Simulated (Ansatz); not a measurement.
# CH₂ClNOSi: vertical ionisation energy

Aim: the vertical ionisation energy of CH₂ClNOSi, as cation minus neutral at the neutral's geometry, on several levels, and how well −ε(HOMO) stands in for it.

Method: unrestricted cation, the program's frozen cores in correlated methods; program: Ansatz 0.2.0, Gaussian basis.

The runs, in order: UKS PBE-D4/def2-TZVPP; UKS r2SCAN-D4/def2-TZVPP; UKS PBE0-D4/def2-TZVPP; UKS B3LYP-D4/def2-TZVPP; UKS wB97X-V/def2-TZVPP; UKS wB97M-V/def2-TZVPP; UKS B2PLYP/def2-TZVPP; UHF-CCSD(T)/def2-TZVPP; UHF-MP2/def2-QZVPP; extrapolation to the limit; then −ε(HOMO) from the neutral's earlier runs with LDA (SPW92), PBE-D4, revPBE-D4, BLYP-D4, r2SCAN-D4, B97M-V, PBE0-D4, B3LYP-D4, r2SCANh-D4, r2SCAN0-D4, HSE06-D4, BHLYP-D4, CAM-B3LYP-D4, LC-ωPBE, ωB97X-V, ωB97M-V.

**1. The geometry**

The geometry comes from an earlier relaxation with PBE0-D4 in a triple-zeta def2 set; it is a stationary point, not always the lowest conformer.

SMILES `O=C=N[SiH2]Cl`, 7 atoms, charge 0, spin multiplicity 1.

Atoms are counted from 1 here; the program's logs count them from 0.

Bond lengths: O1–C2 1.161 Å, C2–N3 1.197 Å, N3–Si4 1.699 Å, Si4–Cl5 2.046 Å, Si4–H6 1.475 Å, Si4–H7 1.475 Å. Angles: O1–C2–N3 177.6°, C2–N3–Si4 156.8°, N3–Si4–Cl5 110.4°, N3–Si4–H6 108.7°, N3–Si4–H7 108.7°, Cl5–Si4–H6 108.4°, Cl5–Si4–H7 108.3°, H6–Si4–H7 112.3°.

Coordinates:

```mol
CH2ClNOSi
  3D, bonds by distance, orders not assigned

  7  6  0  0  0  0  0  0  0  0999 V2000
    0.2147   -0.8741   -2.8582 O   0  0
   -0.0228   -0.6319   -1.7476 C   0  0
   -0.3094   -0.4086   -0.6074 N   0  0
   -0.1239    0.2411    0.9517 Si  0  0
    1.5987    1.3387    1.0653 Cl  0  0
   -1.2637    1.1350    1.2308 H   0  0
   -0.0324   -0.8682    1.9197 H   0  0
  1  2  8  0
  2  3  8  0
  3  4  8  0
  4  5  8  0
  4  6  8  0
  4  7  8  0
M  END
```

**2. Cation, UKS PBE-D4/def2-TZVPP**

Input file in.yaml:

```yaml
crystal:
  periodic: [false, false, false]
  atoms:
    - {symbol: O, position_ang: [0.214688, -0.874143, -2.858179]}
    - {symbol: C, position_ang: [-0.022786, -0.631853, -1.747643]}
    - {symbol: N, position_ang: [-0.309384, -0.408624, -0.607363]}
    - {symbol: Si, position_ang: [-0.123930, 0.241148, 0.951689]}
    - {symbol: Cl, position_ang: [1.598743, 1.338694, 1.065283]}
    - {symbol: H, position_ang: [-1.263748, 1.134981, 1.230811]}
    - {symbol: H, position_ang: [-0.032383, -0.868204, 1.919703]}
basis:
  gaussian: {orbitals: def2-TZVPP}
total_charge: 1
magnetization: {spin_polarized: true, initial_magnetization: 1}
hamiltonian: {xc: pbe, dispersion: d4}
```

Command:

```sh
> ansatz run in.yaml --threads 2 --pin off --events-out ev --progress --plain --max-ram 32768MiB --backend cpu
```

The program printed:

```text
Functional definition: PBE
  name "PBE"
  cite "Perdew, Burke & Ernzerhof, Phys. Rev. Lett. 77, 3865 (1996) doi:10.1103/PhysRevLett.77.3865"
  parent pbe
  parameter kappa = 0.804
  parameter beta = 0.06672455060314922
  exchange = pbe_x(kappa = kappa, mu = beta*pi^2/3)
  correlation = pbe_c(beta = beta)
1186 factors; their error is unknown
mean field evaluation 1: about -24970.9533 eV, gradient 6.4e1 eV
mean field evaluation 2: about -24847.1965 eV, gradient 1.4e2 eV
mean field evaluation 4: about -24976.2218 eV, gradient 4.7e1 eV
mean field evaluation 8: about -24986.9001 eV, gradient 5.6e0 eV
mean field evaluation 16: about -24987.1455 eV, gradient 2.9e-2 eV
mean field evaluation 32: about -24987.1455 eV, gradient 5.3e-6 eV
mean field -24987.14548320 eV, -918.2606596122 hartree, gradient 5.3e-6 eV, S^2 0.753464; 5 other end points of the search recorded, 0 dependent functions left out
reference -24987.14552072 eV, -918.2606609908 hartree; 27, 26 occupied and 178, 179 virtual orbitals, 1186 factors
Total energy: -24987.29522731 eV, -918.2661626068 hartree
```

Wall time 18 s (2 threads, shared host).

The neutral molecule at this level: -24997.7348 eV. Difference: 10.440 eV. ⟨S²⟩ = 0.753.

**3. Cation, UKS r2SCAN-D4/def2-TZVPP**

in.yaml, as its differences from that of step 2:

```diff
@@ -14,2 +14,2 @@
 magnetization: {spin_polarized: true, initial_magnetization: 1}
-hamiltonian: {xc: pbe, dispersion: d4}
+hamiltonian: {xc: r2scan, dispersion: d4}
```

Launched as before.

The program printed (excerpt; [...] marks lines left out):

```text
Functional definition: r2SCAN
  name "r2SCAN"
  cite "Furness, Kaplan, Ning, Perdew & Sun, J. Phys. Chem. Lett. 11, 8208 (2020) doi:10.1021/acs.jpclett.0c02405"
  cite "Furness, Kaplan, Ning, Perdew & Sun, J. Phys. Chem. Lett. 11, 9248 (2020) doi:10.1021/acs.jpclett.0c03077"
  parent r2scan
[...]
1186 factors; their error is unknown
[...]
mean field -24997.33696003 eV, -918.6351894776 hartree, gradient 5.1e-6 eV, S^2 0.759541; 5 other end points of the search recorded, 0 dependent functions left out
reference -24997.33697197 eV, -918.6351899165 hartree; 27, 26 occupied and 178, 179 virtual orbitals, 1186 factors
Total energy: -24997.37299812 eV, -918.6365138529 hartree
```

Wall time 29 s (2 threads, shared host); peak memory 0.6 GiB.

The neutral molecule at this level: -25008.0235 eV. Difference: 10.650 eV. ⟨S²⟩ = 0.760.

**4. Cation, UKS PBE0-D4/def2-TZVPP**

in.yaml, as its differences from that of step 3:

```diff
@@ -14,2 +14,2 @@
 magnetization: {spin_polarized: true, initial_magnetization: 1}
-hamiltonian: {xc: r2scan, dispersion: d4}
+hamiltonian: {xc: pbe0, dispersion: d4}
```

The command is unchanged.

The program printed:

```text
Functional definition: PBE0
  name "PBE0"
  cite "Adamo & Barone, J. Chem. Phys. 110, 6158 (1999) doi:10.1063/1.478522"
  cite "Perdew, Burke & Ernzerhof, Phys. Rev. Lett. 77, 3865 (1996) doi:10.1103/PhysRevLett.77.3865"
  parent pbe
  parameter a = 0.25
  parameter kappa = 0.804
  parameter beta = 0.06672455060314922
  exchange = (1 - a)*pbe_x(kappa = kappa, mu = beta*pi^2/3) + a*exact_x
  correlation = pbe_c(beta = beta)
1220 factors; their error is unknown
mean field evaluation 1: about -24977.5496 eV, gradient 5.3e1 eV
mean field evaluation 2: about -24947.4503 eV, gradient 9.1e1 eV
mean field evaluation 4: about -24986.2558 eV, gradient 2.0e1 eV
mean field evaluation 8: about -24988.2353 eV, gradient 9.2e-1 eV
mean field evaluation 16: about -24988.3089 eV, gradient 3.7e-3 eV
mean field evaluation 32: about -24988.3089 eV, gradient 1.4e-5 eV
mean field -24988.30886343 eV, -918.3034130470 hartree, gradient 1.4e-5 eV, S^2 0.761971; 4 other end points of the search recorded, 0 dependent functions left out
reference -24988.30889112 eV, -918.3034140646 hartree; 27, 26 occupied and 178, 179 virtual orbitals, 1220 factors
Total energy: -24988.43596062 eV, -918.3080837827 hartree
```

It took 33 s on 2 threads, shared host; peak memory 0.94 GiB.

The neutral molecule at this level: -24999.3723 eV. Difference: 10.936 eV. ⟨S²⟩ = 0.762.

**5. Cation, UKS B3LYP-D4/def2-TZVPP**

in.yaml, as its differences from that of step 4:

```diff
@@ -14,2 +14,2 @@
 magnetization: {spin_polarized: true, initial_magnetization: 1}
-hamiltonian: {xc: pbe0, dispersion: d4}
+hamiltonian: {xc: {name: B3LYP}, dispersion: d4}
```

The command is unchanged.

The program printed (excerpt; [...] marks lines left out):

```text
Functional definition: B3LYP
  name "B3LYP"
  cite "Stephens, Devlin, Chabalowski & Frisch, J. Phys. Chem. 98, 11623 (1994) doi:10.1021/j100096a001"
  cite "Becke, Phys. Rev. A 38, 3098 (1988) doi:10.1103/PhysRevA.38.3098"
  cite "Lee, Yang & Parr, Phys. Rev. B 37, 785 (1988) doi:10.1103/PhysRevB.37.785"
  cite "Vosko, Wilk & Nusair, Can. J. Phys. 58, 1200 (1980) doi:10.1139/p80-159"
[...]
1208 factors; their error is unknown
[...]
mean field -25001.91900953 eV, -918.8035766908 hartree, gradient 6.9e-6 eV, S^2 0.759258; 6 other end points of the search recorded, 0 dependent functions left out
reference -25001.91926740 eV, -918.8035861672 hartree; 27, 26 occupied and 178, 179 virtual orbitals, 1208 factors
Total energy: -25002.16258488 eV, -918.8125279200 hartree
```

Run time: 32 s. Hardware: 2 threads, shared host; peak memory 0.74 GiB.

The neutral molecule at this level: -25013.0687 eV. Difference: 10.906 eV. ⟨S²⟩ = 0.759.

**6. Cation, UKS wB97X-V/def2-TZVPP**

in.yaml, as its differences from that of step 5:

```diff
@@ -14,2 +14,2 @@
 magnetization: {spin_polarized: true, initial_magnetization: 1}
-hamiltonian: {xc: {name: B3LYP}, dispersion: d4}
+hamiltonian: {xc: {name: wB97X-V}}
```

Launched as before.

The program printed (excerpt; [...] marks lines left out):

```text
Functional definition: wB97X-V
  name "wB97X-V"
  cite "Mardirossian & Head-Gordon, Phys. Chem. Chem. Phys. 16, 9904 (2014) doi:10.1039/C3CP54374A"
  cite "Becke, J. Chem. Phys. 107, 8554 (1997) doi:10.1063/1.475007"
  cite "Vydrov & Van Voorhis, J. Chem. Phys. 133, 244103 (2010) doi:10.1063/1.3521275"
[...]
      + integral(e_c_pw_opposite_spin*poly(b97_u_opposite, cos0, cos1)) + vv10(b, c)
1205 factors; their error is unknown
231 factors; integrals over basis functions are off by at most 2.8e-5 eV
[...]
mean field -24995.84730071 eV, -918.5804455073 hartree, gradient 1.4e-5 eV, S^2 0.769449; 6 other end points of the search recorded, 0 dependent functions left out
reference -24995.84729895 eV, -918.5804454426 hartree; 27, 26 occupied and 178, 179 virtual orbitals, 1205 factors
Total energy: -24995.84729895 eV, -918.5804454426 hartree
```

Wall time 69 s (2 threads, shared host); peak memory 1.1 GiB.

The neutral molecule at this level: -25007.1488 eV. Difference: 11.302 eV. ⟨S²⟩ = 0.769.

**7. Cation, UKS wB97M-V/def2-TZVPP**

in.yaml, as its differences from that of step 6:

```diff
@@ -14,2 +14,2 @@
 magnetization: {spin_polarized: true, initial_magnetization: 1}
-hamiltonian: {xc: {name: wB97X-V}}
+hamiltonian: {xc: {name: wB97M-V}}
```

Launched as before.

The program printed (excerpt; [...] marks lines left out):

```text
Functional definition: wB97M-V
  name "wB97M-V"
  cite "Mardirossian & Head-Gordon, J. Chem. Phys. 144, 214110 (2016) doi:10.1063/1.4952647"
  cite "Becke, J. Chem. Phys. 107, 8554 (1997) doi:10.1063/1.475007"
  cite "Vydrov & Van Voorhis, J. Chem. Phys. 133, 244103 (2010) doi:10.1063/1.3521275"
  # Of w^i u^j: cxij and so on, Table III.
[...]
  gx(w, u) = 1 - cx + cx01*u + cx10*w
  gss(w, u) = css00 + css04*u^4 + css10*w + css20*w^2 + css43*w^4*u^3
  gos(w, u) = cos00 + cos10*w + (cos20 + cos21*u)*w^2 + (cos60 + cos61*u)*w^6
[...]
      + integral(e_c_pw_mod_opposite_spin*gos(b97_w_opposite, b97_u_opposite)) + vv10(b, c)
1205 factors; their error is unknown
231 factors; integrals over basis functions are off by at most 2.8e-5 eV
[...]
mean field -24998.14471650 eV, -918.6648739803 hartree, gradient 9.4e-6 eV, S^2 0.765235; 4 other end points of the search recorded, 0 dependent functions left out
reference -24998.14476014 eV, -918.6648755840 hartree; 27, 26 occupied and 178, 179 virtual orbitals, 1205 factors
Total energy: -24998.14476014 eV, -918.6648755840 hartree
```

Run time: 92 s. Hardware: 2 threads, shared host; peak memory 1.2 GiB.

The neutral molecule at this level: -25009.3720 eV. Difference: 11.227 eV. ⟨S²⟩ = 0.765.

**8. Cation, UKS B2PLYP (frozen core)/def2-TZVPP**

in.yaml, as its differences from that of step 7:

```diff
@@ -14,2 +14,2 @@
 magnetization: {spin_polarized: true, initial_magnetization: 1}
-hamiltonian: {xc: {name: wB97M-V}}
+hamiltonian: {xc: {name: B2PLYP}}
```

The command is unchanged.

The program printed (excerpt; [...] marks lines left out):

```text
Functional definition: B2PLYP
  name "B2PLYP"
  cite "Grimme, J. Chem. Phys. 124, 034108 (2006) doi:10.1063/1.2148954"
  cite "Becke, Phys. Rev. A 38, 3098 (1988) doi:10.1103/PhysRevA.38.3098"
  cite "Lee, Yang & Parr, Phys. Rev. B 37, 785 (1988) doi:10.1103/PhysRevB.37.785"
[...]
1249 factors; integrals over basis functions are off by at most 9.8e-4 eV
[...]
mean field -24983.05443287 eV, -918.1103162855 hartree, gradient 6.9e-6 eV, S^2 0.796687; 6 other end points of the search recorded, 0 dependent functions left out
13 core orbitals not correlated: weight in the atoms' cores, before any rotation towards them, 1.000 or more for the frozen orbitals, at most 0.000 for the correlated occupied ones
reference -24983.05459703 eV, -918.1103223184 hartree; 14, 13 occupied and 178, 179 virtual orbitals, 1249 factors
second order -28.14883458 eV of doubles, -0.00000000 eV of singles
Total energy: -24990.65478237 eV, -918.3896239779 hartree
```

Wall time 49 s (2 threads, shared host); peak memory 0.69 GiB.

Less the neutral's -25001.8772 eV (earlier run), this gives 11.222 eV. ⟨S²⟩ = 0.797.

**9. Cation, UHF-CCSD(T)/def2-TZVPP**

in.yaml, as its differences from that of step 8:

```diff
@@ -14,2 +14,3 @@
 magnetization: {spin_polarized: true, initial_magnetization: 1}
-hamiltonian: {xc: {name: B2PLYP}}
+correlation: {method: ccsd_t}
+scf: {omitted_lower_state_checks: [cluster_reference]}
```

Command:

```sh
> ansatz run in.yaml --threads 2 --pin off --events-out ev --progress --plain --max-ram 32768MiB --backend cuda --devices 0, --max-vram 18GiB
```

The program printed (excerpt; [...] marks lines left out):

```text
Functional definition: HF
  name "HF"
  cite "Fock, Z. Phys. 61, 126 (1930) doi:10.1007/BF01340294"
  parent pbe
[...]
1249 factors; integrals over basis functions are off by at most 9.8e-4 eV
[...]
mean field -24941.94825334 eV, -916.5996920505 hartree, gradient 2.0e-6 eV, S^2 0.912915; 9 other end points of the search recorded, 0 dependent functions left out
13 core orbitals not correlated: weight in the atoms' cores, before any rotation towards them, 1.000 or more for the frozen orbitals, at most 0.000 for the correlated occupied ones
reference -24941.94825334 eV, -916.5996920505 hartree; 14, 13 occupied and 178, 179 virtual orbitals, 1249 factors
second order -21.78637142 eV of doubles, -0.00000000 eV of singles
cycle   1  -22.22704835 eV  change   -4.4e-1 eV  update   1.4e-1
[...]
cycle  17  -23.30714780 eV  change   -1.8e-5 eV  update   1.9e-5
perturbative correction -1.09569642 eV, -0.0402661009 hartree
Total energy: -24966.35109757 eV, -917.4964800350 hartree
Checks for a lower state left out: cluster_reference
```

It took 9.6 s on 1 × H100 (card shared with other runs) with 2 threads, shared host; peak host memory 0.91 GiB.

Less the neutral's -24977.7007 eV (earlier run), this gives 11.350 eV. ⟨S²⟩ = 0.913. T1 = 0.042 (report).

**10. Cation, UHF-MP2/def2-QZVPP**

in.yaml, as its differences from that of step 9:

```diff
@@ -11,6 +11,6 @@
 basis:
-  gaussian: {orbitals: def2-TZVPP}
+  gaussian: {orbitals: "def2-QZVPP.json"}
 total_charge: 1
 magnetization: {spin_polarized: true, initial_magnetization: 1}
-correlation: {method: ccsd_t}
+correlation: {method: mp2}
 scf: {omitted_lower_state_checks: [cluster_reference]}
```

The command is unchanged.

The program printed (excerpt; [...] marks lines left out):

```text
Functional definition: HF
  name "HF"
  cite "Fock, Z. Phys. 61, 126 (1930) doi:10.1007/BF01340294"
  parent pbe
[...]
2245 factors; integrals over basis functions are off by at most 9.7e-4 eV
[...]
mean field -24942.74440277 eV, -916.6289500022 hartree, gradient 5.1e-6 eV, S^2 0.913662; 9 other end points of the search recorded, 0 dependent functions left out
13 core orbitals not correlated: weight in the atoms' cores, before any rotation towards them, 1.000 or more for the frozen orbitals, at most 0.000 for the correlated occupied ones
reference -24942.74440277 eV, -916.6289500022 hartree; 14, 13 occupied and 344, 345 virtual orbitals, 2245 factors
second order -23.58963887 eV of doubles, -0.00000000 eV of singles
Total energy: -24966.33404164 eV, -917.4958532412 hartree
Checks for a lower state left out: cluster_reference
```

Wall time 18 s (1 × H100 (card shared with other runs) with 2 threads, shared host); peak host memory 0.9 GiB.

**11. Extrapolating to the complete basis**

This step is arithmetic on the last runs, with X = 3 and 4: exp(−7.88√X) for Hartree-Fock, X^−2.97 for correlation; only MP2 was run in the larger set, so CCSD(T) minus MP2 is added from the smaller one.

```tsv
level	energy at the limit (eV)
HF	-24942.8541
MP2	-24967.7795
CCSD	-24969.3002
CCSD(T)	-24970.3959
```

The neutral's limit, from its own earlier runs, is -24981.9551 eV in the additive form (MP2 limit plus CCSD(T) minus MP2 in triple zeta), in which the cation has -24970.3959 eV.

**12. The ladder**

```tsv
method	ionisation energy (eV)	from CCSD(T)/CBS (eV)	time
PBE-D4	10.44	-1.12	21 s
r2SCAN-D4	10.65	-0.91	36 s
PBE0-D4	10.94	-0.62	38 s
B3LYP-D4	10.91	-0.65	39 s
ωB97X-V	11.30	-0.26	80 s
ωB97M-V	11.23	-0.33	1.8 min
B2PLYP	11.22	-0.34	59 s
HF/def2-TZVPP	10.34	-1.22	
MP2/def2-TZVPP	12.19	+0.63	
CCSD/def2-TZVPP	11.31	-0.25	
CCSD(T)/def2-TZVPP	11.35	-0.21	20 s (GPU)
CCSD(T)/CBS	11.56	0	54 s (GPU)
```

Some runs used a GPU and others CPU threads alone; cost is compared among the CPU runs only.

Among the levels timed on like hardware, those that no quicker one beats, quickest first: PBE-D4 (21 s, -1.12 eV); r2SCAN-D4 (36 s, -0.91 eV); PBE0-D4 (38 s, -0.62 eV); B2PLYP (59 s, -0.34 eV); ωB97X-V (80 s, -0.26 eV).

Times add the cation's run and the neutral's; HF, MP2 and CCSD come out of the CCSD(T) runs.

Orbital estimates, from the neutral's runs:

```tsv
functional	−ε(HOMO) (eV)	by energy difference (eV)
LDA (SPW92)	7.65	
PBE-D4	7.52	10.44
revPBE-D4	7.46	
BLYP-D4	7.40	
r2SCAN-D4	7.85	10.65
B97M-V	7.89	
PBE0-D4	8.89	10.94
B3LYP-D4	8.66	10.91
r2SCANh-D4	8.35	
r2SCAN0-D4	9.12	
HSE06-D4	8.49	
BHLYP-D4	10.18	
CAM-B3LYP-D4	10.26	
LC-ωPBE	11.58	
ωB97X-V	11.23	11.30
ωB97M-V	11.09	11.23
```

**13. Results**

| quantity | value |
| --- | --- |
| ionisation energy, CCSD(T)/CBS | 11.56 eV |
| nearest functional by difference | ωB97X-V (-0.26 eV) |
| nearest −ε(HOMO) | LC-ωPBE (+0.02 eV) |
| −ε(HOMO) of PBE | 7.52 eV |
| T1 of the cation | 0.042 |

Energy differences with functionals land within 1.12 eV of the reference. The PBE orbital energy is 4.0 eV too small: a semilocal HOMO is no ionisation energy. Among orbital estimates LC-ωPBE comes nearest. Hartree-Fock falls 1.22 eV short, as the neutral has more correlation energy than the cation. The cation's T1 (from the report) is 0.042, near the customary mark of 0.045 for open shells, so the coupled-cluster value is less safe. The cation may have settled in a state other than its lowest; no search over hole states beyond the program's own was made.

ωB97X-V reaches 0.26 eV from the reference in 80 s; the quickest level in the cost chart, PBE-D4, takes 21 s and misses by 1.12 eV.
